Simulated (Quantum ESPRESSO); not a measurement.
# GeCN2 under changes of volume

One of the cells (13.716 Å³/atom); the others are scaled copies at fixed shape and fractional positions:

```
CELL_PARAMETERS angstrom
1.79379 1.03565 4.92196
-1.79379 1.03565 4.92196
0.00000 -2.07129 4.92196
ATOMIC_POSITIONS crystal
Ge 0.00000 0.00000 0.00000
N 0.58390 0.58390 0.58390
N 0.41610 0.41610 0.41610
C 0.50000 0.50000 0.50000
```

The cell comes from a database or a generator and needn't be the stable form of this composition.

| Item | Value |
| --- | --- |
| Program | Quantum ESPRESSO 7.5 |
| Functional | LDA |
| Potentials or basis | GBRV 1.5 LDA |
| Cutoff | 612 eV |
| Density cutoff | 4898 eV |
| k mesh | 9 × 9 × 9 |
| Occupations | fermi-dirac, width 0.05 eV |
| Spin | no spin polarisation |

| volume (Å³/atom) | energy over the lowest point (meV/atom) | pressure (GPa) | gap on the mesh (eV) | largest force (eV/Å) |
| --- | --- | --- | --- | --- |
| 12.893 | 0.82 | 1.8 | 0.82 | 1.655 |
| 13.167 | 0.00 | -1.3 | 0.88 | 0.978 |
| 13.441 | 4.25 | -4.1 | 0.93 | 0.347 |
| 13.716 | 13.07 | -6.6 | 0.97 | 0.240 |
| 13.990 | ? | ? | ? | ? |
| 14.264 | 42.70 | -11.0 | 1.05 | 1.298 |
| 14.538 | 62.77 | -12.8 | 1.09 | 1.774 |

Question: What does the run at 13.990 Å³/atom give?

Answer: Energy over the lowest point 26.01 meV/atom; pressure -8.9 GPa; gap on the mesh 1.01 eV; largest force 0.788 eV/Å.

Worked out: A Birch-Murnaghan fit of order 3 (a polynomial in V^(-2/3)) to the other rows has its minimum at 13.07 Å³/atom with B0 = V·E''(V) = 146 GPa and B' = 3.8 at fixed shape and positions, which overstates the stiffness. It gives 26.02 meV/atom at 13.990 Å³/atom, against the run's 26.01, and -dE/dV = -8.7 GPa, against -8.9. A parabola through the other rows of the gap, of slope 2.04 eV per unit of ln V there, gives 1.01 eV, against the run's 1.01.

Energies are extrapolated to zero smearing.

Caveats: an odd mesh through Γ misses points on the zone boundary, where band edges often lie; forces of over 1 eV/Å show positions far from the minimum, so gaps and moduli don't describe the material at rest (some runs). Spin-orbit coupling on Ge is left out.
